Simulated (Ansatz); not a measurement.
# C6H10O4: up Jacob's ladder to CCSD(T)

One table from this session's results is given with a row withheld; the runs are named, their logs left out.

Computed with Ansatz 0.2.0, Gaussian basis. Level: functionals in def2-TZVPP, the program's frozen cores in correlated methods.

Plan: LDA (SPW92), PBE-D4, revPBE-D4, BLYP-D4, r2SCAN-D4, B97M-V, PBE0-D4, B3LYP-D4, r2SCANh-D4, r2SCAN0-D4, HSE06-D4, BHLYP-D4, CAM-B3LYP-D4, LC-ωPBE, ωB97X-V, ωB97M-V, B2PLYP, PBE-QIDH; CCSD(T)/def2-SVP; CCSD(T)/def2-TZVPP; MP2/def2-QZVPP; extrapolation to the limit; RPA on PBE.

## The geometry

An earlier PBE0-D4 in a triple-zeta def2 set relaxation fixed the geometry.

20 atoms, charge 0, spin multiplicity 1.

Atoms are counted from 1 here; the program's logs count them from 0.

Bond lengths: C1–C2 1.508 Å, C1–H11 1.091 Å, C1–H12 1.092 Å, C1–H13 1.091 Å, C2–O3 1.438 Å, C2–H14 1.091 Å, C2–H15 1.090 Å, O3–C4 1.323 Å, C4–O5 1.198 Å, C4–C6 1.532 Å, C6–O7 1.198 Å, C6–O8 1.323 Å, O8–C9 1.438 Å, C9–C10 1.508 Å, C9–H16 1.090 Å, C9–H17 1.091 Å, C10–H18 1.091 Å, C10–H19 1.092 Å and more. Angles: C2–C1–H11 110.8°, C2–C1–H12 109.5°, C2–C1–H13 110.9°, H11–C1–H12 108.4°, H11–C1–H13 109.0°, H12–C1–H13 108.2°, C1–C2–O3 111.1°, C1–C2–H14 111.4°, C1–C2–H15 111.6°, O3–C2–H14 108.8°, O3–C2–H15 104.3°, H14–C2–H15 109.4°, C2–O3–C4 116.2°, O3–C4–O5 126.5°, O3–C4–C6 110.1°, O5–C4–C6 123.3°, C4–C6–O7 123.3°, C4–C6–O8 110.1° and more.

Set-up of the first run:

Contents of in.yaml:

```yaml
crystal:
  periodic: [false, false, false]
  atoms:
    - {symbol: C, position_ang: [-1.753235, -0.869754, 3.084469]}
    - {symbol: C, position_ang: [-1.573181, 0.528983, 2.550176]}
    - {symbol: O, position_ang: [-0.441081, 0.602991, 1.666713]}
    - {symbol: C, position_ang: [-0.659264, 0.261002, 0.407890]}
    - {symbol: O, position_ang: [-1.704656, -0.080030, -0.067625]}
    - {symbol: C, position_ang: [0.648892, 0.314176, -0.386723]}
    - {symbol: O, position_ang: [1.706675, -0.022534, 0.063819]}
    - {symbol: O, position_ang: [0.416624, 0.739184, -1.617418]}
    - {symbol: C, position_ang: [1.549406, 0.771387, -2.502496]}
    - {symbol: C, position_ang: [1.779609, -0.576986, -3.137526]}
    - {symbol: H, position_ang: [-0.846447, -1.212552, 3.585743]}
    - {symbol: H, position_ang: [-2.572101, -0.882235, 3.807431]}
    - {symbol: H, position_ang: [-1.998676, -1.564357, 2.280256]}
    - {symbol: H, position_ang: [-2.460698, 0.867606, 2.012907]}
    - {symbol: H, position_ang: [-1.339494, 1.236141, 3.345748]}
    - {symbol: H, position_ang: [1.288957, 1.525884, -3.244465]}
    - {symbol: H, position_ang: [2.424744, 1.101925, -1.940770]}
    - {symbol: H, position_ang: [0.885205, -0.915036, -3.663655]}
    - {symbol: H, position_ang: [2.597334, -0.506626, -3.858459]}
    - {symbol: H, position_ang: [2.051394, -1.319169, -2.386013]}
basis:
  gaussian: {orbitals: def2-TZVPP}
hamiltonian: {xc: lda}
output: {orbitals: {seedname: orbitals}}
```

On the command line:

```sh
ansatz run in.yaml --threads 4 --pin off --events-out ev --progress --plain --max-ram 66560MiB --backend cuda --devices 0, --max-vram 37GiB
```

Among the steps run: LDA; PBE-D4 (GGA); revPBE-D4 (GGA); BLYP-D4 (GGA); r2SCAN-D4 (meta-GGA); B97M-V (meta-GGA); B3LYP-D4 (hybrid); r2SCANh-D4 (hybrid); r2SCAN0-D4 (hybrid); HSE06-D4 (hybrid); BHLYP-D4 (hybrid); CAM-B3LYP-D4 (range-separated); LC-ωPBE (range-separated); ωB97X-V (range-separated); ωB97M-V (range-separated); B2PLYP (double hybrid); PBE-QIDH (double hybrid).

One table of the session follows, with a row left open; its other results are not shown here.

It belongs to the step «Frontier levels by functional». 

| functional | HOMO (eV) | gap (eV) |
| --- | --- | --- |
| LDA (SPW92) | -6.37 | 3.86 |
| PBE-D4 | -6.13 | 3.92 |
| revPBE-D4 | -6.04 | 3.94 |
| BLYP-D4 | -6.05 | 3.95 |
| r2SCAN-D4 | -6.47 | 4.39 |
| B97M-V | -6.63 | 4.65 |
| PBE0-D4 | -7.82 | 6.60 |
| B3LYP-D4 | -7.57 | 6.10 |
| r2SCANh-D4 | -7.11 | 5.40 |
| r2SCAN0-D4 | -8.07 | 6.93 |
| HSE06-D4 | ? | ? |
| BHLYP-D4 | -9.48 | 9.42 |
| CAM-B3LYP-D4 | -9.31 | 9.29 |
| LC-ωPBE | -10.59 | 11.82 |
| ωB97X-V | -10.28 | 11.43 |
| ωB97M-V | -10.24 | 11.33 |

Q: Estimate the row for HSE06-D4 from the others.

**Answer.** HOMO (eV): -7.41; gap (eV): 5.81. In the column «HOMO (eV)» it lies between B3LYP-D4 (-7.57) and r2SCANh-D4 (-7.11).
